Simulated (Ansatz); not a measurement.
I need a geometry optimisation of AsH (charge -1). Use Ansatz 0.2.0 through its Python package. Settings: MP2, def2-TZVP basis, multiplicity 2.

```yaml
atoms:
  - { symbol: As, position_ang: [0.0000, 0.0000, 0.0000] }
  - { symbol: H, position_ang: [0.0000, 0.0000, 1.5950] }
```

`opt.py`:
```python
"""Relax the AsH(-) molecule."""

import ansatz as az
import numpy as np

GEOMETRY = """
As    0.00000    0.00000    0.00000
H     0.00000    0.00000    1.59500
"""


def main() -> None:
    geometry = az.Crystal.molecule()
    for line in GEOMETRY.strip().splitlines():
        symbol, *xyz = line.split()
        geometry = geometry.atom(symbol, [float(v) for v in xyz])

    base = geometry.calculation()
    base = base.basis(gaussian="def2-TZVP")
    base = base.correlation("mp2")
    base = base.charge(-1).spin("collinear", total=1)
    symbols = [site.symbol for site in geometry.cartesian_sites]
    start = np.array([site.position_ang for site in geometry.cartesian_sites], dtype=float)
    def progress(event):
        if event["event"] == "relax_step":
            row = event["data"]
            print(f"step {row['step']:3d}  E = {row['lagrangian_ev']:.6f} eV  largest force component {row['allowed_force_max_ev_ang']:.4f} eV/A")


    rep = base.relax(force_tolerance=0.005, max_steps=100).session().plan().execute(on_event=progress).report
    end = np.array(rep["positions_ang"])

    print(f"E = {rep['free_energy_ev']:.6f} eV = {rep['free_energy_ev'] / 27.211386246:.7f} Ha")
    print("converged:", rep["converged"], " doubts:", rep["published_state_doubts"] or "none")

    print("final positions (A) and the move of each atom")
    for symbol, xyz, old in zip(symbols, end, start):
        print(f"{symbol:2s} {xyz[0]:10.5f} {xyz[1]:10.5f} {xyz[2]:10.5f}   {np.linalg.norm(xyz - old):7.4f}")
    with open("ash_opt.xyz", "w") as handle:
        handle.write(f"{len(symbols)}\nrelaxed AsH(-)\n")
        handle.writelines(f"{s:2s} {x:11.6f} {y:11.6f} {z:11.6f}\n" for s, (x, y, z) in zip(symbols, end))


if __name__ == "__main__":
    main()
```

```console
$ python opt.py
step   1  E = -60817.276006 eV  largest force component 0.8694 eV/A
step   2  E = -60817.303409 eV  largest force component 0.0508 eV/A
step   3  E = -60817.303487 eV  largest force component 0.0011 eV/A
E = -60817.303487 eV = -2234.9946797 Ha
converged: True  doubts: none
final positions (A) and the move of each atom
As   -0.00000   -0.00000    0.03019    0.0302
H     0.00000    0.00000    1.56481    0.0302
```

File `ash_opt.xyz` afterwards:
```text
2
relaxed AsH(-)
As   -0.000000   -0.000000    0.030187
H     0.000000    0.000000    1.564813
```

What to keep in mind:
- Total energies depend on the basis set; only differences at equal settings carry meaning.
- The end point is the stationary point reached from this start; no frequency run checks that it is a minimum, and the basis set is modest.
- The run takes the species as open-shell (spin multiplicity 2), which needn't be its ground state.
- Anions want diffuse functions, which this basis lacks.
- Wall time of the script: 4.4 s on 1 thread of Arm Neoverse V1 (shared host), peak memory 0.18 GiB.
